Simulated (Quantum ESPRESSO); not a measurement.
# RbTa4Re3 (Pm) in Quantum ESPRESSO: reference runs

How does RbTa4Re3 come out in PBE? The cell is run as given.

Everything below comes from runs of Quantum ESPRESSO 7.5. Logs are shortened: lines on timing, memory, paths and dates and some standing lists are left out, and cuts for length are marked.

**1. The crystal as given**

It takes space group Pm (No. 6, monoclinic). Conventional cell: a = 5.288 Å, b = 3.610 Å, c = 7.357 Å, α = 90.00°, β = 110.32°, γ = 90.00°. Around Rb (site symmetry m) lie 6 Ta at 2.61 to 2.64 Å. Ta (site symmetry m) is surrounded by 2 Ta at 2.16 Å. Ta (site symmetry m) has 2 Ta at 2.17 Å as nearest neighbours. Ta (site symmetry m) has 2 Ta at 2.17 Å as nearest neighbours. Around Ta (site symmetry m) lie 2 Ta at 2.16 Å. Re (site symmetry m) is surrounded by 7 Ta at 2.74 to 2.94 Å. Re (site symmetry m) is surrounded by 7 Ta at 2.68 to 2.87 Å. Re (site symmetry m) is surrounded by 7 Ta at 2.73 to 2.87 Å.

The cell was built by a generator and needn't be a form met in nature.

**2. Single point, PBE**

File pw.in:

```
&CONTROL
  calculation = 'scf'
  prefix = 'pwscf'
  outdir = './tmp'
  pseudo_dir = './pseudo'
  tprnfor = .true.
  tstress = .true.
  disk_io = 'low'
/
&SYSTEM
  ibrav = 0
  nat = 8
  ntyp = 3
  ecutwfc = 60
  ecutrho = 440
  nbnd = 68
  occupations = 'smearing'
  smearing = 'fd'
  degauss = 0.00367493
/
&ELECTRONS
  conv_thr = 1.6d-09
  electron_maxstep = 120
  mixing_beta = 0.5
/
ATOMIC_SPECIES
Rb    85.4678 Rb_ONCV_PBE-1.0.oncvpsp.upf
Ta   180.9479 Ta_pbe_v1.uspp.F.UPF
Re   186.2070 Re_pbe_v1.2.uspp.F.UPF
CELL_PARAMETERS angstrom
   5.2883870500    0.0000000000    0.0000000000
   0.0000000000    3.6101773100    0.0000000000
  -2.5543073000    0.0000000000    6.8988506100
ATOMIC_POSITIONS crystal
Rb     0.7288960200    0.5000000000    0.9319589700
Ta     0.1158390000    0.5000000000    0.2745479900
Ta     0.1124020000    0.5000000000    0.7832040200
Ta     0.8698819900    0.0000000000    0.7283769800
Ta     0.8755220200    0.0000000000    0.2074630000
Re     0.7096049800    0.5000000000    0.4272400100
Re     0.2959879900    0.0000000000    0.0689880000
Re     0.2918660000    0.0000000000    0.5782210200
K_POINTS automatic
6 7 4 0 0 0
```

File pp_density.in:

```
&INPUTPP
  prefix = 'pwscf'
  outdir = './tmp'
  filplot = 'density.dat'
  plot_num = 0
/
&PLOT
  nfile = 1
  filepp(1) = 'density.dat'
  iflag = 3
  output_format = 6
  fileout = 'density.cube'
/
```

File pp_potential.in:

```
&INPUTPP
  prefix = 'pwscf'
  outdir = './tmp'
  filplot = 'potential.dat'
  plot_num = 11
/
&PLOT
  nfile = 1
  filepp(1) = 'potential.dat'
  iflag = 3
  output_format = 6
  fileout = 'potential.cube'
/
```

Potentials or basis: SSSP 1.3 efficiency PBE.

Run with:

```
$ OMP_NUM_THREADS=1 pw.x -in pw.in > pw.out
$ OMP_NUM_THREADS=1 pp.x -in pp_density.in > pp_density.out
$ OMP_NUM_THREADS=1 pp.x -in pp_potential.in > pp_potential.out
```

pw.out:

```text
This program is part of the open-source Quantum ESPRESSO suite
     for quantum simulation of materials; please cite
         "P. Giannozzi et al., J. Phys.:Condens. Matter 21 395502 (2009);
         "P. Giannozzi et al., J. Phys.:Condens. Matter 29 465901 (2017);
         "P. Giannozzi et al., J. Chem. Phys. 152 154105 (2020);
     in publications or presentations arising from this work. More details at

     Message from routine setup:
     using ibrav=0 with symmetry is DISCOURAGED, use correct ibrav instead

     G-vector sticks info
     --------------------
     sticks:   dense  smooth     PW     G-vecs:    dense   smooth      PW
     Sum        2387    1297    377               138529    55799    8753

     Using Slab Decomposition

     bravais-lattice index     =            0
     lattice parameter (alat)  =       9.9936  a.u.
     unit-cell volume          =     888.8431 (a.u.)^3
     number of atoms/cell      =            8
     number of atomic types    =            3
     number of electrons       =       106.00
     number of Kohn-Sham states=           68
     kinetic-energy cutoff     =      60.0000  Ry
     charge density cutoff     =     440.0000  Ry
     scf convergence threshold =      1.6E-09
     mixing beta               =       0.5000
     number of iterations used =            8  plain     mixing
     Exchange-correlation= SLA  PW   PBE  PBE
                           (   1   4   3   4   0   0   0)

     celldm(1)=   9.993603  celldm(2)=   0.000000  celldm(3)=   0.000000
     celldm(4)=   0.000000  celldm(5)=   0.000000  celldm(6)=   0.000000

     crystal axes: (cart. coord. in units of alat)
               a(1) = (   1.000000   0.000000   0.000000 )
               a(2) = (   0.000000   0.682661   0.000000 )
               a(3) = (  -0.483003   0.000000   1.304528 )

     reciprocal axes: (cart. coord. in units 2 pi/alat)
               b(1) = (  1.000000 -0.000000  0.370251 )
               b(2) = (  0.000000  1.464855 -0.000000 )
               b(3) = (  0.000000  0.000000  0.766561 )

     PseudoPot. # 1 for Rb read from file:
     Rb_ONCV_PBE-1.0.oncvpsp.upf
     Pseudo is Norm-conserving, Zval =  9.0
     Generated using ONCVPSP code by D. R. Hamann
     Using radial grid of 2308 points,  6 beta functions with:
                l(1) =   0
                l(2) =   0
                l(3) =   1
                l(4) =   1
                l(5) =   2
                l(6) =   2

     PseudoPot. # 2 for Ta read from file:
     Ta_pbe_v1.uspp.F.UPF
     Pseudo is Ultrasoft + core correction, Zval = 13.0
     Generated by new atomic code, or converted to UPF format
     Using radial grid of  921 points,  7 beta functions with:
                l(1) =   0
                l(2) =   0
                l(3) =   1
                l(4) =   1
                l(5) =   2
                l(6) =   2
                l(7) =   3
     Q(r) pseudized with  6 coefficients,  rinner =    1.300   1.300   1.300
                                                       1.300   1.300   1.300
                                                       1.300

     PseudoPot. # 3 for Re read from file:
     Re_pbe_v1.2.uspp.F.UPF
     Pseudo is Ultrasoft + core correction, Zval = 15.0
     Generated by new atomic code, or converted to UPF format
     Using radial grid of  981 points,  8 beta functions with:
                l(1) =   0
                l(2) =   0
                l(3) =   1
                l(4) =   1
                l(5) =   2
                l(6) =   2
                l(7) =   3
                l(8) =   3
     Q(r) pseudized with  8 coefficients,  rinner =    1.150   1.150   1.150
                                                       1.150   1.150   1.150
                                                       1.150

     atomic species   valence    mass     pseudopotential
     Rb                9.00    85.46780     Rb( 1.00)
     Ta               13.00   180.94790     Ta( 1.00)
     Re               15.00   186.20700     Re( 1.00)

      2 Sym. Ops. (no inversion) found

   Cartesian axes

     site n.     atom                  positions (alat units)
         1        Rb     tau(   1) = (   0.2787570   0.3413307   1.2157669  )
         2        Ta     tau(   2) = (  -0.0167685   0.3413307   0.3581556  )
         3        Ta     tau(   3) = (  -0.2658880   0.3413307   1.0217118  )
         4        Ta     tau(   4) = (   0.5180737   0.0000000   0.9501884  )
         5        Ta     tau(   5) = (   0.7753167   0.0000000   0.2706414  )
         6        Re     tau(   6) = (   0.5032467   0.3413307   0.5573467  )
         7        Re     tau(   7) = (   0.2626666   0.0000000   0.0899968  )
         8        Re     tau(   8) = (   0.0125835   0.0000000   0.7543057  )

     number of k points=    56  Fermi-Dirac smearing, width (Ry)=  0.0037
                       cart. coord. in units 2pi/alat
        k(    1) = (   0.0000000   0.0000000   0.0000000), wk =   0.0119048
        k(    2) = (   0.0000000   0.0000000   0.1916401), wk =   0.0238095
        k(    3) = (   0.0000000   0.0000000  -0.3832803), wk =   0.0119048
        k(    4) = (   0.0000000   0.2092650   0.0000000), wk =   0.0238095
        k(    5) = (   0.0000000   0.2092650   0.1916401), wk =   0.0476190
        k(    6) = (   0.0000000   0.2092650  -0.3832803), wk =   0.0238095
[... 48 lines left out ...]
        k(   55) = (  -0.5000000   0.6277951   0.0065146), wk =   0.0476190
        k(   56) = (  -0.5000000   0.6277951  -0.5684059), wk =   0.0238095

     Dense  grid:   138529 G-vectors     FFT dimensions: (  72,  45,  96)

     Smooth grid:    55799 G-vectors     FFT dimensions: (  50,  36,  72)

     Initial potential from superposition of free atoms

     starting charge     104.4707, renormalised to     106.0000

     negative rho (up, down):  7.652E-01 0.000E+00
     Starting wfcs are   96 randomized atomic wfcs

     Self-consistent Calculation

     iteration #  1     ecut=    60.00 Ry     beta= 0.50
     Davidson diagonalization with overlap
     ethr =  1.00E-02,  avg # of iterations =  2.0

     Threshold (ethr) on eigenvalues was too large:
     Diagonalizing with lowered threshold

     Davidson diagonalization with overlap
     ethr =  9.69E-04,  avg # of iterations =  1.1

     negative rho (up, down):  7.753E-01 0.000E+00

     total energy              =   -1186.40655030 Ry
     estimated scf accuracy    <       1.03723591 Ry

     iteration #  2     ecut=    60.00 Ry     beta= 0.50
     Davidson diagonalization with overlap
     ethr =  9.79E-04,  avg # of iterations =  3.1

     negative rho (up, down):  7.673E-01 0.000E+00

     total energy              =   -1186.21449897 Ry
     estimated scf accuracy    <       3.68724570 Ry

     iteration #  3     ecut=    60.00 Ry     beta= 0.50
     Davidson diagonalization with overlap
     ethr =  9.79E-04,  avg # of iterations =  2.1

     negative rho (up, down):  7.678E-01 0.000E+00

     total energy              =   -1186.53517205 Ry
     estimated scf accuracy    <       2.80673699 Ry

     iteration #  4     ecut=    60.00 Ry     beta= 0.50
     Davidson diagonalization with overlap
     ethr =  9.79E-04,  avg # of iterations =  2.0
[... 127 lines left out ...]
     negative rho (up, down):  7.697E-01 0.000E+00

     total energy              =   -1186.78823404 Ry
     estimated scf accuracy    <          8.3E-09 Ry

     iteration # 19     ecut=    60.00 Ry     beta= 0.50
     Davidson diagonalization with overlap
     ethr =  7.83E-12,  avg # of iterations =  1.7

     negative rho (up, down):  7.697E-01 0.000E+00

     total energy              =   -1186.78823404 Ry
     estimated scf accuracy    <          2.1E-09 Ry

     iteration # 20     ecut=    60.00 Ry     beta= 0.50
     Davidson diagonalization with overlap
     ethr =  2.01E-12,  avg # of iterations =  1.7

     negative rho (up, down):  7.697E-01 0.000E+00

     End of self-consistent calculation

          k = 0.0000 0.0000 0.0000 (  6975 PWs)   bands (ev):

   -59.3732 -59.2659 -58.9148 -47.2598 -47.2353 -46.2085 -46.1582 -21.2774
   -21.2196 -21.1555 -21.1536 -21.0959 -21.0322 -20.9155 -20.7672 -20.7471
   -16.0572 -16.0403 -14.2455 -14.1714 -13.9901 -13.8225 -12.9378 -12.8802
   -12.8328 -12.7402 -11.6121 -11.5166  -7.4385   7.3896   7.8516   8.1025
    12.7161  15.4205  15.6552  16.0883  16.3924  16.4642  16.6650  16.6761
    17.2571  17.4714  18.0544  18.1864  18.3983  18.8200  18.9192  19.0429
    19.5518  20.0518  20.1742  20.2981  20.5029  20.9912  21.0727  21.1785
    21.2237  21.4417  22.0790  22.5102  22.6692  22.9917  23.1749  24.1045
    25.0574  25.2820  25.3455  25.3825

          k = 0.0000 0.0000 0.1916 (  6971 PWs)   bands (ev):

   -59.3732 -59.2659 -58.9148 -47.2598 -47.2353 -46.2085 -46.1583 -21.2780
   -21.2201 -21.1560 -21.1534 -21.0960 -21.0321 -20.9144 -20.7674 -20.7467
   -16.0565 -16.0410 -14.2453 -14.1711 -13.9777 -13.8367 -12.9360 -12.8842
   -12.8228 -12.7482 -11.6121 -11.5166  -7.4365   7.3580   7.8499   8.1043
    13.0598  15.1201  15.6460  16.1685  16.4471  16.4797  16.5255  16.5731
    17.1736  17.5936  17.9610  18.5407  18.5781  18.6912  18.8133  18.9993
    19.2380  19.7169  20.0382  20.2333  20.6524  20.7787  20.9867  21.1886
    21.3926  21.6986  21.7887  22.4840  22.7616  23.0717  23.4768  24.4021
    24.8296  25.0299  25.3485  25.5410

          k = 0.0000 0.0000-0.3833 (  6970 PWs)   bands (ev):

   -59.3732 -59.2659 -58.9148 -47.2598 -47.2353 -46.2085 -46.1583 -21.2786
   -21.2205 -21.1565 -21.1532 -21.0960 -21.0320 -20.9132 -20.7676 -20.7463
   -16.0556 -16.0418 -14.2452 -14.1708 -13.9621 -13.8540 -12.9341 -12.8878
   -12.8109 -12.7585 -11.6121 -11.5166  -7.4345   7.3270   7.8484   8.1061
    13.7435  14.2838  15.9278  16.1477  16.3351  16.4100  16.6002  16.8082
    16.8945  17.7605  18.0111  18.1519  18.6050  18.6862  19.0302  19.2304
    19.2654  19.5060  19.7500  19.8964  20.2838  20.8520  21.1730  21.1990
    21.3831  21.6296  22.0147  22.5277  22.8564  22.9091  23.5154  24.5966
    24.8533  25.0372  25.3622  25.6855
[... 615 lines left out ...]
   -59.3724 -59.2652 -58.9140 -46.8668 -46.8325 -46.6311 -46.5925 -21.2792
   -21.2062 -21.2035 -21.1570 -21.1199 -21.0308 -20.9199 -20.8030 -20.7379
   -15.6898 -15.6292 -15.2354 -15.1977 -13.5143 -13.4306 -13.2390 -13.1835
   -12.0363 -11.9568 -11.7075 -11.6385  -7.3843   7.2317   7.4993   7.8603
    15.2120  15.4699  15.6046  16.2077  16.5841  16.6432  16.8494  16.8968
    17.2387  17.5692  17.9105  18.2380  18.4182  18.7563  19.0508  19.1915
    19.5122  19.7117  20.1905  20.2808  20.4374  20.7341  21.0726  21.2571
    21.5527  21.8070  22.2314  22.4731  22.7150  23.2411  23.4171  23.8339
    23.9910  24.3941  24.9352  25.3499

          k =-0.5000 0.6278-0.5684 (  6954 PWs)   bands (ev):

   -59.3724 -59.2652 -58.9140 -46.8668 -46.8325 -46.6311 -46.5925 -21.2794
   -21.2052 -21.2038 -21.1578 -21.1199 -21.0303 -20.9209 -20.8025 -20.7378
   -15.6800 -15.6390 -15.2297 -15.2034 -13.5113 -13.4339 -13.2364 -13.1859
   -12.0364 -11.9568 -11.7072 -11.6388  -7.3842   7.2312   7.4984   7.8625
    15.2003  15.4869  15.5537  16.2116  16.4471  16.7546  16.8918  17.1952
    17.3368  17.7174  17.9137  17.9924  18.2657  18.5247  18.9131  19.1208
    19.5197  20.0495  20.1078  20.4182  20.6104  20.7277  21.0188  21.0984
    21.4978  21.6775  22.0619  22.3309  22.6936  23.3511  23.6521  23.7753
    23.9729  24.4874  24.9086  25.1679

     the Fermi energy is    20.6575 ev

!    total energy              =   -1186.78823404 Ry
     estimated scf accuracy    <          5.2E-10 Ry
     smearing contrib. (-TS)   =      -0.00508170 Ry
     internal energy E=F+TS    =   -1186.78315233 Ry

     The total energy is F=E-TS. E is the sum of the following terms:
     one-electron contribution =    -184.40215890 Ry
     hartree contribution      =     153.87714436 Ry
     xc contribution           =    -336.09376155 Ry
     ewald contribution        =    -820.16437624 Ry

     convergence has been achieved in  20 iterations

     negative rho (up, down):  7.697E-01 0.000E+00

     Forces acting on atoms (cartesian axes, Ry/au):

     atom    1 type  1   force =    -0.22897285    0.00000000   -0.07806349
     atom    2 type  2   force =     0.39184515    0.00000000    0.25044260
     atom    3 type  2   force =     0.42144546    0.00000000    0.03833826
     atom    4 type  2   force =    -0.29640001    0.00000000   -0.19525467
     atom    5 type  2   force =    -0.33249249    0.00000000   -0.04406426
     atom    6 type  3   force =    -0.06449010    0.00000000   -0.02399497
     atom    7 type  3   force =     0.05314723    0.00000000    0.07178724
     atom    8 type  3   force =     0.05591761    0.00000000   -0.01919071

     Total force =     0.841755     Total SCF correction =     0.000057

     Computing stress (Cartesian axis) and pressure

     negative rho (up, down):  7.697E-01 0.000E+00
          total   stress  (Ry/bohr**3)                   (kbar)     P=      508.09
   0.00275103   0.00000000   0.00044718          404.69        0.00       65.78
   0.00000000   0.00582901   0.00000000            0.00      857.48        0.00
   0.00044718   0.00000000   0.00178174           65.78        0.00      262.10

=------------------------------------------------------------------------------=
   JOB DONE.
=------------------------------------------------------------------------------=
```

Wall time 23 min (1 thread of Intel Xeon Platinum 8259CL at 2.50GHz (Skylake/Cascade Lake), shared host); peak memory 1.7 GiB.

What came out:

```
Free energy            : -16147.0765 eV
Pressure               : 50.8 GPa
Largest force          : 11.957 eV/Å
Band gap on the k mesh : none (metal or under the smearing width)
```

Forces on the atoms (eV/Å):
```
Rb  -5.887  0.000 -2.007
Ta  10.075  0.000  6.439
Ta  10.836  0.000  0.986
Ta  -7.621  0.000 -5.020
Ta  -8.549  0.000 -1.133
Re  -1.658  0.000 -0.617
Re   1.366  0.000  1.846
Re   1.438  0.000 -0.493
```

Caveat: a pressure of tens of GPa on the cell as given is suspect, and the run, the potentials or the cell itself is likely at fault; forces of over 1 eV/Å show positions far from the minimum, so gaps and moduli don't describe the material at rest. Spin-orbit coupling is left out, which matters for the levels of Re, Ta.
